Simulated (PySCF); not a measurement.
**S⁺: excitation energies in aug-cc-pwCVTZ**

Wanted: the excitation energy of sulfur, up a ladder of methods.

The numbers are computed with PySCF 2.14.0 (unrestricted determinants in a Gaussian basis, no spin-orbit coupling in the energies), except any that are marked as measured or tabulated.

### 1 What is computed

```
Element                                   : sulfur (Z = 16)
Basis                                     : aug-cc-pwCVTZ
Hamiltonian                               : no relativity, point nucleus
State 1                                   : S⁺: [Ne] 3s1 3p3 3d1, high-spin 6D determinant (an excited configuration)
State 2                                   : S⁺: [Ne] 3s1 3p3 4s1, high-spin 6S determinant (an excited configuration)
Needed too, but not shown                 : S⁺ [Ne] 3s2 3p3 (4S)
Methods                                   : CCSD(T)
Core shells frozen in the correlated runs : valence and next inner shell: 1s2 (for S⁺)
```

The outer shells:

S+ [Ne] 3s1 3p3 3d1
```
[Ne] core
3s [↑ ]
3p [↑ ][↑ ][↑ ]
3d [↑ ][  ][  ][  ][  ]
```

S+ [Ne] 3s1 3p3 4s1
```
[Ne] core
3s [↑ ]
3p [↑ ][↑ ][↑ ]
4s [↑ ]
```

One driver process ran all states and methods and kept the integrals in memory. Each run is shown as a PySCF script that sums up its settings (the driver passes frozen orbitals as a list and adds second-order terms of double hybrids); the logs are those of the runs themselves. The driver starts from symmetry-adapted Hartree-Fock orbitals, holds the occupation by maximum overlap and uses a logarithmic radial grid for functionals, so a plain start would take other cycles.

The integrals over 75 functions and the set-up took 0.33 s of CPU time.

### 2 S⁺ [Ne] 3s1 3p3 3d1, at CCSD(T) (valence and next inner shell)

#### CCSD(T) (valence and next inner shell)

The input, input.py:

```python
from pyscf import gto, scf, dft, mp, cc
import basis_set_exchange as bse
mol = gto.M(atom="S 0 0 0", charge=1, spin=5, symmetry="D2h",
            basis=gto.basis.parse(bse.get_basis("aug-cc-pwCVTZ", elements=["S"], fmt="nwchem")))
mf = scf.UHF(mol)
mf.irrep_nelec = {'Ag': (3, 2), 'B1g': (1, 0), 'B1u': (2, 1), 'B2u': (2, 1), 'B3u': (2, 1)}
mf.kernel()
mycc = cc.CCSD(mf, frozen=1).run()
mycc.ccsd_t()
```

Standard output:

```text
CC2 = 0
CCSD nocc = (np.int64(9), np.int64(4)), nmo = (74, 74)
frozen orbitals [[0], [0]]
max_cycle = 100
direct = 0
conv_tol = 1e-08
conv_tol_normt = 1e-06
diis_space = 8
diis_start_cycle = 0
Init t2, MP2 energy = -0.289400601032648
Init E_corr(UCCSD) = -0.289400601036664
cycle = 1  E_corr(UCCSD) = -0.298382924278599  dE = -0.00898232324  norm(t1,t2) = 0.0269265
cycle = 2  E_corr(UCCSD) = -0.3005973404861  dE = -0.00221441621  norm(t1,t2) = 0.00785055
cycle = 3  E_corr(UCCSD) = -0.301305326986138  dE = -0.0007079865  norm(t1,t2) = 0.00259826
cycle = 4  E_corr(UCCSD) = -0.301284836636183  dE = 2.049035e-05  norm(t1,t2) = 0.000307814
cycle = 5  E_corr(UCCSD) = -0.301282792658861  dE = 2.04397732e-06  norm(t1,t2) = 5.43047e-05
cycle = 6  E_corr(UCCSD) = -0.301284367785353  dE = -1.57512649e-06  norm(t1,t2) = 1.50765e-05
cycle = 7  E_corr(UCCSD) = -0.301284123995977  dE = 2.43789376e-07  norm(t1,t2) = 2.32133e-06
cycle = 8  E_corr(UCCSD) = -0.301284121320662  dE = 2.6753148e-09  norm(t1,t2) = 3.92927e-07
UCCSD converged
E(UCCSD) = -396.806354969208  E_corr = -0.3012841213206621
UCCSD(T) correction = -0.00191939816780794
```

CPU time 44 s on a shared host, the integrals not counted.

CCSD correlation -0.30128 hartree, triples -0.00192; total -396.808274. T1 = 0.003, largest double amplitude 0.033.

### 3 S⁺ [Ne] 3s1 3p3 4s1, at CCSD(T) (valence and next inner shell)

#### CCSD(T) (valence and next inner shell)

input.py: that of step 2 with these lines changed.

```diff
@@ -5,3 +5,3 @@
 mf = scf.UHF(mol)
-mf.irrep_nelec = {'Ag': (3, 2), 'B1g': (1, 0), 'B1u': (2, 1), 'B2u': (2, 1), 'B3u': (2, 1)}
+mf.irrep_nelec = {'Ag': (4, 2), 'B1u': (2, 1), 'B2u': (2, 1), 'B3u': (2, 1)}
 mf.kernel()
```

Standard output:

```text
CC2 = 0
CCSD nocc = (np.int64(9), np.int64(4)), nmo = (74, 74)
frozen orbitals [[0], [0]]
max_cycle = 100
direct = 0
conv_tol = 1e-08
conv_tol_normt = 1e-06
diis_space = 8
diis_start_cycle = 0
Init t2, MP2 energy = -0.293775733055531
Init E_corr(UCCSD) = -0.293775733069697
cycle = 1  E_corr(UCCSD) = -0.303171959163452  dE = -0.00939622609  norm(t1,t2) = 0.0321913
cycle = 2  E_corr(UCCSD) = -0.305515764147867  dE = -0.00234380498  norm(t1,t2) = 0.0102295
cycle = 3  E_corr(UCCSD) = -0.306337202500349  dE = -0.000821438352  norm(t1,t2) = 0.00370915
cycle = 4  E_corr(UCCSD) = -0.306291957262952  dE = 4.52452374e-05  norm(t1,t2) = 0.000366496
cycle = 5  E_corr(UCCSD) = -0.306289194590983  dE = 2.76267197e-06  norm(t1,t2) = 4.78447e-05
cycle = 6  E_corr(UCCSD) = -0.306290356047229  dE = -1.16145625e-06  norm(t1,t2) = 7.56119e-06
cycle = 7  E_corr(UCCSD) = -0.306290255422082  dE = 1.00625147e-07  norm(t1,t2) = 9.96261e-07
cycle = 8  E_corr(UCCSD) = -0.306290246913862  dE = 8.50822007e-09  norm(t1,t2) = 1.61457e-07
UCCSD converged
E(UCCSD) = -396.7969391245344  E_corr = -0.3062902469138617
UCCSD(T) correction = -0.00240895253082993
```

CPU time 44 s on a shared host, the integrals not counted.

CCSD correlation -0.30629 hartree, triples -0.00241; total -396.799348. T1 = 0.005, largest double amplitude 0.040.

### 4 Differences of total energies

Excitation energy: S⁺ [Ne] 3s2 3p3 (4S) → S⁺ [Ne] 3s1 3p3 3d1 (6D).

```csv
method,value (eV),less CCSD(T) (valence and next inner shell) (eV)
UHF,18.109,-2.157
MP2 (valence and next inner shell),20.016,-0.250
SCS-MP2 (valence and next inner shell),20.438,+0.172
CCSD (valence and next inner shell),20.151,-0.114
CCSD(T) (valence and next inner shell),20.265,+0.000
```

Excitation energy: S⁺ [Ne] 3s2 3p3 (4S) → S⁺ [Ne] 3s1 3p3 4s1 (6S).

```csv
method,value (eV),less CCSD(T) (valence and next inner shell) (eV)
UHF,18.501,-2.007
MP2 (valence and next inner shell),20.289,-0.219
SCS-MP2 (valence and next inner shell),20.783,+0.275
CCSD (valence and next inner shell),20.408,-0.101
CCSD(T) (valence and next inner shell),20.508,+0.000
```

The differences also use runs on S⁺ [Ne] 3s2 3p3 (4S), which are not shown here. The runs at UHF, MP2 (valence and next inner shell) are not shown; their differences are listed all the same.

### 5 Outcome

| quantity | value |
| --- | --- |
| excitation energy, S⁺ → [Ne] 3s1 3p3 3d1 | UHF 18.109, CCSD(T) (valence and next inner shell) 20.265 eV |
| excitation energy, S⁺ → [Ne] 3s1 3p3 4s1 | UHF 18.501, CCSD(T) (valence and next inner shell) 20.508 eV |

Accuracy by level (over 2 differences):

```csv
method,mean absolute miss against CCSD(T) (valence and next inner shell) (eV)
UHF,2.082
MP2 (valence and next inner shell),0.234
SCS-MP2 (valence and next inner shell),0.224
CCSD (valence and next inner shell),0.107
CCSD(T) (valence and next inner shell),0.000
```

For the first difference the methods span 2.329 eV, from UHF (18.109) to SCS-MP2 (valence and next inner shell) (20.438). No reference value is at hand in this session. All values hold for this basis alone; no basis-set limit was taken.
